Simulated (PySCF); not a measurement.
# C3H8OSi: the cost of one run

Programs: PySCF 2.14.0, with density-fitted response routines of our own. Each step states its level of theory. These are calculated values for one molecule in the gas phase, unless marked as measured. Atoms are numbered from 0 throughout.

## Step 1: Starting geometry

13 atoms, charge 0, multiplicity 1; geometry from: GFN2-xTB. The atoms were then displaced at random by about 0.01 Å, so the start is not that level's minimum.

Bonds of the start (Å): C0–C1 1.47, C1–C2 1.32, C2–O3 1.40, O3–Si4 1.59, C0–H5 1.13, C0–H6 1.09, C0–H7 1.07, C1–H8 1.10, C2–H9 1.07, Si4–H10 1.44, Si4–H11 1.46, Si4–H12 1.47.

## Step 2: Optimising the geometry at PBE0-D3(BJ)/def2-SVP

Job settings and geometry (Å):

```
{"job": {"xc": "PBE0", "basis": "def2-SVP", "d3": "d3bj", "grid": 1, "shake": 0.01, "kind": "geom"}, "charge": 0, "multiplicity": 1}
C     -2.272940     0.110160     0.192650
C     -0.808370     0.151320     0.128210
C     -0.090500    -0.797160    -0.435370
O      1.306990    -0.814710    -0.515400
Si     2.434880     0.196890    -0.026250
H     -2.708410     0.980690    -0.373590
H     -2.624070     0.226460     1.219490
H     -2.670130    -0.782080    -0.234750
H     -0.312350     1.017050     0.590650
H     -0.521370    -1.674910    -0.870010
H      3.591050    -0.523780    -0.494360
H      2.291530     1.525670    -0.623000
H      2.389510     0.367510     1.431430
```

Command:

```sh
$ OMP_NUM_THREADS=1 python probes_run.py task.json out
```

The driver reads the jobs from task.json and runs them one after another.

Q: Estimate the wall time and peak memory of this first job on 1 thread of Arm Neoverse V2, shared host.

About 44 s, with a peak of 0.46 GiB.
